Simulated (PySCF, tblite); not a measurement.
# C₆H₁₁ClF₂Si: infrared bands and NMR shifts

Wanted: the infrared bands and NMR shifts of C₆H₁₁ClF₂Si (`FC(F)[C@@H]1CCC[Si@H]1CCl`), by calculation.

The runs use tblite 0.8.0 and PySCF 2.14.0, with density-fitted response routines of our own; the level of theory stands in each step. All values are computed, except where a source is named. Atoms are numbered from 0 throughout.

### 1 The molecule as given

21 atoms, charge 0, multiplicity 1; geometry from: GFN2-xTB.

Bonds of the start (Å): F0–C1 1.36, C1–F2 1.36, C1–C3 1.51, C3–C4 1.53, C4–C5 1.53, C5–C6 1.53, C6–Si7 1.91, Si7–C8 1.91, C8–Cl9 1.78, Si7–C3 1.92, C1–H10 1.10, C3–H11 1.09, C4–H12 1.09, C4–H13 1.09, C5–H14 1.09, C5–H15 1.09, C6–H16 1.09, C6–H17 1.09, Si7–H18 1.46, C8–H19 1.09, C8–H20 1.09.

### 2 Harmonic vibrations with GFN2-xTB

What the job is given:

```
{"job": {"kind": "ir", "xc": "GFN2-xTB", "basis": "xTB"}, "charge": 0, "multiplicity": 1}
F     -1.892019    -2.274174     0.736144
C     -2.097308    -0.997796     0.313016
F     -2.437203    -1.100896    -0.999551
C     -0.848907    -0.171459     0.495348
C     -1.053811     1.280663     0.054300
C      0.325720     1.899265    -0.154272
C      1.133216     0.981137    -1.080549
Si     0.630222    -0.783190    -0.564319
C      1.916397    -1.661096     0.548215
Cl     2.445623    -0.534003     1.826722
H     -2.981916    -0.611514     0.845332
H     -0.606865    -0.200259     1.560658
H     -1.633002     1.845994     0.787248
H     -1.598380     1.290298    -0.892421
H      0.240614     2.904366    -0.568942
H      0.831532     1.972406     0.809810
H      2.197482     1.188454    -0.996239
H      0.854311     1.167122    -2.117337
H      0.247180    -1.687239    -1.650541
H      2.806291    -1.953837    -0.001019
H      1.511904    -2.537299     1.047928
```

**Question.** This job is followed by: GIAO PBE0/pcSseg-1 NMR shielding, non-relativistic, gas phase. Predict these results of the whole session: strongest single infrared mode (GFN2-xTB); zero-point energy (GFN2-xTB); ¹³C shifts against TMS (PBE0/pcSseg-1); ¹H shifts against TMS (PBE0/pcSseg-1); ¹⁹F shifts against CFCl3 (PBE0/pcSseg-1); ²⁹Si shifts against TMS (PBE0/pcSseg-1); ³⁵Cl shifts against HCl (PBE0/pcSseg-1).

**Answer**, as computed:

| quantity | value |
| --- | --- |
| strongest single infrared mode (GFN2-xTB) | 2277 cm⁻¹, 306 km/mol |
| zero-point energy (GFN2-xTB) | 100.0 kcal/mol |
| ¹³C shifts against TMS (PBE0/pcSseg-1) | 124.3, 37.0, 33.1, 32.6, 31.6, 12.1 ppm |
| ¹H shifts against TMS (PBE0/pcSseg-1) | 6.43, 4.89, 3.15, 3.05, 2.14, 2.08, 1.91, 1.75, 1.26, 1.17, 0.78 ppm |
| ¹⁹F shifts against CFCl3 (PBE0/pcSseg-1) | -123.5, -136.2 ppm |
| ²⁹Si shifts against TMS (PBE0/pcSseg-1) | -3.0 ppm |
| ³⁵Cl shifts against HCl (PBE0/pcSseg-1) | 8 ppm |

All 57 modes are real, so the xTB geometry is a minimum. The strongest single mode, at 2277 cm⁻¹, moves mainly H18. GFN2-xTB is a fitted tight-binding method: band positions and strengths are rough. Its intensities can rank the bands wrongly. H10 (hydrogen on an sp3 CH bonded to 2 F) lies farthest downfield among hydrogen, at 6.43 ppm; its carbon carries F, hence the downfield position. At PBE0/pcSseg-1: The largest span, 240 ppm, is at Cl9, where the paramagnetic term is -205 ppm.
